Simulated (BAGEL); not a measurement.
# A workflow on AlBH2OF2 (SMILES O[B](F)[AlH][F])

Wanted: the energy (HF/def2-SVP), then the energy (NEVPT2(2,2)/def2-SVP), then the energy (CASPT2(2,2)/def2-SVP) of AlBH2OF2. 

The calculation is run with BAGEL 1.2.2.

1 further run of the same task is left out (set aside as unsound or not needed).

### 1 Starting point

AlBH2OF2 has 7 atoms, charge 0, and is taken as a singlet. As SMILES, `O[B](F)[AlH][F]`. The Al4–H7 distance was set to 2.133 Å, away from the relaxed value. At this shape a bond of the SMILES string is far longer than usual.

Bond lengths: O1–B2 1.351 Å, B2–F3 1.331 Å, B2–Al4 2.153 Å, Al4–F5 1.661 Å, O1–H6 0.961 Å. Angles: O1–B2–F3 115.5°, O1–B2–Al4 122.4°, F3–B2–Al4 122.1°, B2–Al4–F5 111.0°, B2–O1–H6 113.4°.

### 2 The energy at HF/def2-SVP (density fitting with svp-jkfit) (run 1)

The input, input.json:

```json
{ "bagel": [

{
  "title": "molecule",
  "basis": "svp",
  "df_basis": "svp-jkfit",
  "angstrom": true,
  "geometry": [
    { "atom": "O", "xyz": [       0.493136,      -0.033565,       2.304941 ] },
    { "atom": "B", "xyz": [       0.542636,      -0.542665,       1.055041 ] },
    { "atom": "F", "xyz": [       1.201636,      -1.691865,       0.930441 ] },
    { "atom": "Al", "xyz": [      -0.380664,       0.434535,      -0.626159 ] },
    { "atom": "F", "xyz": [      -1.121864,       1.846035,      -0.161859 ] },
    { "atom": "H", "xyz": [       0.010936,       0.795235,       2.360941 ] },
    { "atom": "H", "xyz": [      -0.499600,      -0.078200,      -2.693300 ] }
  ]
},

{
  "title": "hf"
},

{
  "title": "print",
  "file": "orbitals.molden",
  "orbitals": true
}

]}
```

The run is started by

```bash
$ BAGEL_NUM_THREADS=1 BAGEL input.json > input.out
```

What it wrote:

```text
* using 1 threads per process

  ===============================================================
  ===============================================================

  *** Geometry ***

  { "atom" : "O", "xyz" : [      0.931892,     -0.063429,      4.355707 ] },
  { "atom" : "B", "xyz" : [      1.025433,     -1.025488,      1.993739 ] },
  { "atom" : "F", "xyz" : [      2.270763,     -3.197161,      1.758279 ] },
  { "atom" : "Al", "xyz" : [     -0.719351,      0.821152,     -1.183269 ] },
  { "atom" : "F", "xyz" : [     -2.120016,      3.488501,     -0.305869 ] },
  { "atom" : "H", "xyz" : [      0.020666,      1.502776,      4.461532 ] },
  { "atom" : "H", "xyz" : [     -0.944107,     -0.147777,     -5.089599 ] },

  Number of auxiliary basis functions:      470

  Since a DF basis is specified, we compute 2- and 3-index integrals:
    o Being stored without compression. Storage requirement is 0.027 GB

  Number of basis functions:       84
  Number of electrons      :       46

    * METHOD: MOLECULE                             0.22

  *** RHF ***

  === Nuclear Repulsion ===
   188.4017852138

      * DIIS with orbital gradients will be used.

  === RHF iteration (svp) ===
      0       -540.97388567          0.02470442           0.08
      1       -541.18278735          0.01700865           0.07
      2       -541.31591558          0.00137784           0.07
      3       -541.31770960          0.00038463           0.07
      4       -541.31780662          0.00011666           0.07
      5       -541.31781657          0.00003079           0.07
      6       -541.31781730          0.00000899           0.07
      7       -541.31781739          0.00000168           0.07
      8       -541.31781739          0.00000079           0.07
      9       -541.31781740          0.00000027           0.08
     10       -541.31781740          0.00000007           0.07
     11       -541.31781740          0.00000003           0.07
     12       -541.31781740          0.00000001           0.07
    * SCF iteration converged.

    * Permanent dipole moment:
           (    0.148901,    -0.351457,    -0.303919) a.u.

    * METHOD: HF                                   1.13

    * METHOD: PRINT                                0.01

  ===============================================================
```

Run time: 1.5 s. Hardware: 1 thread of Arm Neoverse V1, shared host; peak memory 0.15 GiB.

### 3 The energy at NEVPT2(2,2)/def2-SVP (density fitting with svp-jkfit) (run 2)

The input, nevpt2.json:

```json
{ "bagel": [

{
  "title": "molecule",
  "basis": "svp",
  "df_basis": "svp-jkfit",
  "angstrom": true,
  "geometry": [
    { "atom": "O", "xyz": [       0.493136,      -0.033565,       2.304941 ] },
    { "atom": "B", "xyz": [       0.542636,      -0.542665,       1.055041 ] },
    { "atom": "F", "xyz": [       1.201636,      -1.691865,       0.930441 ] },
    { "atom": "Al", "xyz": [      -0.380664,       0.434535,      -0.626159 ] },
    { "atom": "F", "xyz": [      -1.121864,       1.846035,      -0.161859 ] },
    { "atom": "H", "xyz": [       0.010936,       0.795235,       2.360941 ] },
    { "atom": "H", "xyz": [      -0.499600,      -0.078200,      -2.693300 ] }
  ]
},

{
  "title": "hf"
},

{
  "title": "nevpt2",
  "nstate": 1,
  "nact": 2,
  "nclosed": 22,
  "active": [23, 25],
  "maxiter": 200,
  "natocc": true,
  "ncore": 9
},

{
  "title": "print",
  "file": "orbitals.molden",
  "orbitals": true
}

]}
```

The run is started by

```bash
$ BAGEL_NUM_THREADS=1 BAGEL nevpt2.json > nevpt2.out
```

What it wrote:

```text
* using 1 threads per process

  ===============================================================
  ===============================================================

  *** Geometry ***

  { "atom" : "O", "xyz" : [      0.931892,     -0.063429,      4.355707 ] },
  { "atom" : "B", "xyz" : [      1.025433,     -1.025488,      1.993739 ] },
  { "atom" : "F", "xyz" : [      2.270763,     -3.197161,      1.758279 ] },
  { "atom" : "Al", "xyz" : [     -0.719351,      0.821152,     -1.183269 ] },
  { "atom" : "F", "xyz" : [     -2.120016,      3.488501,     -0.305869 ] },
  { "atom" : "H", "xyz" : [      0.020666,      1.502776,      4.461532 ] },
  { "atom" : "H", "xyz" : [     -0.944107,     -0.147777,     -5.089599 ] },

  Number of auxiliary basis functions:      470

  Since a DF basis is specified, we compute 2- and 3-index integrals:
    o Being stored without compression. Storage requirement is 0.027 GB

  Number of basis functions:       84
  Number of electrons      :       46

    * METHOD: MOLECULE                             0.22

  *** RHF ***

  === Nuclear Repulsion ===
   188.4017852138

      * DIIS with orbital gradients will be used.

  === RHF iteration (svp) ===
      0       -540.97388567          0.02470442           0.08
      1       -541.18278735          0.01700865           0.07
      2       -541.31591558          0.00137784           0.07
      3       -541.31770960          0.00038463           0.07
      4       -541.31780662          0.00011666           0.07
      5       -541.31781657          0.00003079           0.07
      6       -541.31781730          0.00000899           0.07
      7       -541.31781739          0.00000168           0.07
      8       -541.31781739          0.00000079           0.07
      9       -541.31781740          0.00000027           0.07
     10       -541.31781740          0.00000007           0.07
     11       -541.31781740          0.00000003           0.07
     12       -541.31781740          0.00000001           0.07
    * SCF iteration converged.

    * Permanent dipole moment:
           (    0.148901,    -0.351457,    -0.303919) a.u.

    * METHOD: HF                                   1.11

    * freezing 9 orbitals
  ---------------------------
      CASSCF calculation
  ---------------------------

    ==== Active orbitals : =====
         Orbital 23
         Orbital 25
    ============================

    * nstate   :      1
    * nclosed  :     22
    * nact     :      2
    * nvirt    :     60
  === CASSCF iteration (svp) ===

    * Using the second-order algorithm

      0  0      -541.32311377     9.70e-04      0.02

      1  0      -541.33892504     1.45e-03      0.36

      2  0      -541.34181289     3.54e-04      0.39

      3  0      -541.34194684     1.18e-04      0.38

      4  0      -541.34195513     3.50e-05      0.37

      5  0      -541.34195573     9.72e-06      0.38

      6  0      -541.34195577     2.66e-06      0.39

      7  0      -541.34195578     7.25e-07      0.41

      8  0      -541.34195578     1.97e-07      0.37

      9  0      -541.34195578     5.36e-08      0.36

     10  0      -541.34195578     1.46e-08      0.33

     11  0      -541.34195578     3.97e-09      0.32

    * Second-order optimization converged. *

     guess   0:   closed 1.                   open ..

  === FCI iteration ===

      0  0      -541.31688465     6.64e-02      0.00
      1  0      -541.34194682     1.04e-03      0.00
      2  0 *    -541.34195578     3.68e-16      0.00

     * ci vector, state   0, <S^2> = 0.0000
       2.     0.9826343638
       .2    -0.1855524376

  === DF-NEVPT2 calculation ===

    * 3-index integral transformation done
    * assembly done

      NEVPT2 correlation energy:   -0.6764534602      0.20

          (+0)     -0.6545888575
          (+0)'    -0.0016599296
          (+1)     -0.0070589456
          (+1)'    -0.0000000000
          (+2)     -0.0001604485
          (-1)     -0.0072662824
          (-1)'     0.0000000000
          (-2)     -0.0057189967

      NEVPT2 total energy:       -542.0184092384

    * METHOD: NEVPT2                               4.58

    * METHOD: PRINT                                0.02

  ===============================================================
```

Wall time 6.3 s (1 thread of Arm Neoverse V1, shared host); peak memory 0.15 GiB.

### 4 The energy at CASPT2(2,2)/def2-SVP (density fitting with svp-jkfit) (run 3)

The input, calc.json:

```json
{ "bagel": [

{
  "title": "molecule",
  "basis": "svp",
  "df_basis": "svp-jkfit",
  "angstrom": true,
  "geometry": [
    { "atom": "O", "xyz": [       0.493136,      -0.033565,       2.304941 ] },
    { "atom": "B", "xyz": [       0.542636,      -0.542665,       1.055041 ] },
    { "atom": "F", "xyz": [       1.201636,      -1.691865,       0.930441 ] },
    { "atom": "Al", "xyz": [      -0.380664,       0.434535,      -0.626159 ] },
    { "atom": "F", "xyz": [      -1.121864,       1.846035,      -0.161859 ] },
    { "atom": "H", "xyz": [       0.010936,       0.795235,       2.360941 ] },
    { "atom": "H", "xyz": [      -0.499600,      -0.078200,      -2.693300 ] }
  ]
},

{ "title": "hf" },

{ "title": "casscf", "nstate": 1, "nact": 2, "nclosed": 22, "active": [23, 25], "maxiter": 200, "natocc": true },

{ "title": "print", "file": "orbitals.molden", "orbitals": true },

{ "title": "smith", "method": "caspt2", "ms": true, "xms": true, "sssr": true, "shift": 0.2, "shift_imag": true, "ncore": 9 }

]}
```

The run is started by

```bash
$ BAGEL_NUM_THREADS=1 BAGEL calc.json > calc.out
```

What it wrote:

```text
* using 1 threads per process

  ===============================================================
  ===============================================================

  *** Geometry ***

  { "atom" : "O", "xyz" : [      0.931892,     -0.063429,      4.355707 ] },
  { "atom" : "B", "xyz" : [      1.025433,     -1.025488,      1.993739 ] },
  { "atom" : "F", "xyz" : [      2.270763,     -3.197161,      1.758279 ] },
  { "atom" : "Al", "xyz" : [     -0.719351,      0.821152,     -1.183269 ] },
  { "atom" : "F", "xyz" : [     -2.120016,      3.488501,     -0.305869 ] },
  { "atom" : "H", "xyz" : [      0.020666,      1.502776,      4.461532 ] },
  { "atom" : "H", "xyz" : [     -0.944107,     -0.147777,     -5.089599 ] },

  Number of auxiliary basis functions:      470

  Since a DF basis is specified, we compute 2- and 3-index integrals:
    o Being stored without compression. Storage requirement is 0.027 GB

  Number of basis functions:       84
  Number of electrons      :       46

    * METHOD: MOLECULE                             0.22

  *** RHF ***

  === Nuclear Repulsion ===
   188.4017852138

      * DIIS with orbital gradients will be used.

  === RHF iteration (svp) ===
      0       -540.97388567          0.02470442           0.08
      1       -541.18278735          0.01700865           0.07
      2       -541.31591558          0.00137784           0.07
      3       -541.31770960          0.00038463           0.07
      4       -541.31780662          0.00011666           0.07
      5       -541.31781657          0.00003079           0.07
      6       -541.31781730          0.00000899           0.07
      7       -541.31781739          0.00000168           0.07
      8       -541.31781739          0.00000079           0.07
      9       -541.31781740          0.00000027           0.07
     10       -541.31781740          0.00000007           0.07
     11       -541.31781740          0.00000003           0.07
     12       -541.31781740          0.00000001           0.07
    * SCF iteration converged.

    * Permanent dipole moment:
           (    0.148901,    -0.351457,    -0.303919) a.u.

    * METHOD: HF                                   1.14

  ---------------------------
      CASSCF calculation
  ---------------------------

    ==== Active orbitals : =====
         Orbital 23
         Orbital 25
    ============================

    * nstate   :      1
    * nclosed  :     22
    * nact     :      2
    * nvirt    :     60
  === CASSCF iteration (svp) ===

    * Using the second-order algorithm

      0  0      -541.32311377     9.70e-04      0.02

      1  0      -541.33892504     1.45e-03      0.37

      2  0      -541.34181289     3.54e-04      0.40

      3  0      -541.34194684     1.18e-04      0.38

      4  0      -541.34195513     3.50e-05      0.36

      5  0      -541.34195573     9.72e-06      0.37

      6  0      -541.34195577     2.66e-06      0.39

      7  0      -541.34195578     7.25e-07      0.41

      8  0      -541.34195578     1.97e-07      0.37

      9  0      -541.34195578     5.36e-08      0.36

     10  0      -541.34195578     1.46e-08      0.33

     11  0      -541.34195578     3.97e-09      0.32

    * Second-order optimization converged. *

     guess   0:   closed 1.                   open ..

  === FCI iteration ===

      0  0      -541.31688465     6.64e-02      0.00
      1  0      -541.34194682     1.04e-03      0.00
      2  0 *    -541.34195578     3.68e-16      0.00

     * ci vector, state   0, <S^2> = 0.0000
       2.     0.9826343638
       .2    -0.1855524376

    * METHOD: CASSCF                               4.22

    * METHOD: PRINT                                0.02

  === SMITH program ===

    * freezing 9 orbitals

    * Approximate memory requirement for SMITH calulation per MPI process:
      o Storage requirement for T-amplitude, lambda, and residual is 0.02 GB
      o Storage requirement for MO integrals is 0.01 GB
    * Calculating and saving rdm4f

    * Zeroth order energy : state  0       -0.7390788529

    * CASPT2 iteration is performed using orthogonal basis

      -------------------------------------------  CASPT2 iteration  ---------------------------------------------------
       #      aibj      arbs      arbi      airj      risj      airs      arst      rist         Etot      error   time
      ------------------------------------------------------------------------------------------------------------------

       0  -0.65342  -0.00693  -0.00742  -0.00786  -0.00027  -0.00147  -0.00000  -0.00000   -0.6773741  0.0006393   0.10
       1  -0.65354  -0.00695  -0.00743  -0.00797  -0.00029  -0.00151   0.00000  -0.00000   -0.6777018  0.0001117   0.09
       2  -0.65354  -0.00695  -0.00744  -0.00798  -0.00029  -0.00151  -0.00000  -0.00000   -0.6777104  0.0000278   0.09
       3  -0.65354  -0.00695  -0.00744  -0.00797  -0.00030  -0.00151  -0.00000  -0.00000   -0.6777109  0.0000055   0.10
       4  -0.65354  -0.00695  -0.00744  -0.00798  -0.00030  -0.00151   0.00000  -0.00000   -0.6777110  0.0000009   0.09

      ------------------------------------------------------------------------------------------------------------------

    * CASPT2 energy : state  0     -542.0218561515
        w/o shift correction       -542.0196667358
        reference weight              0.8539097225

    * METHOD: SMITH                                0.74

  ===============================================================
```

Wall time 6.6 s (1 thread of Arm Neoverse V1, shared host); peak memory 0.2 GiB.

### 5 Outcome

```
                                 quantity          value
         run 1, HF/def2-SVP: total energy  -541.31782 Eh
        run 1, HF/def2-SVP: dipole moment         1.24 D
          run 1, HF/def2-SVP: HOMO energy      -10.41 eV
          run 1, HF/def2-SVP: LUMO energy        0.53 eV
        run 1, HF/def2-SVP: HOMO–LUMO gap       10.94 eV
run 2, NEVPT2(2,2)/def2-SVP: total energy  -542.01841 Eh
run 3, CASPT2(2,2)/def2-SVP: total energy  -542.02186 Eh
```
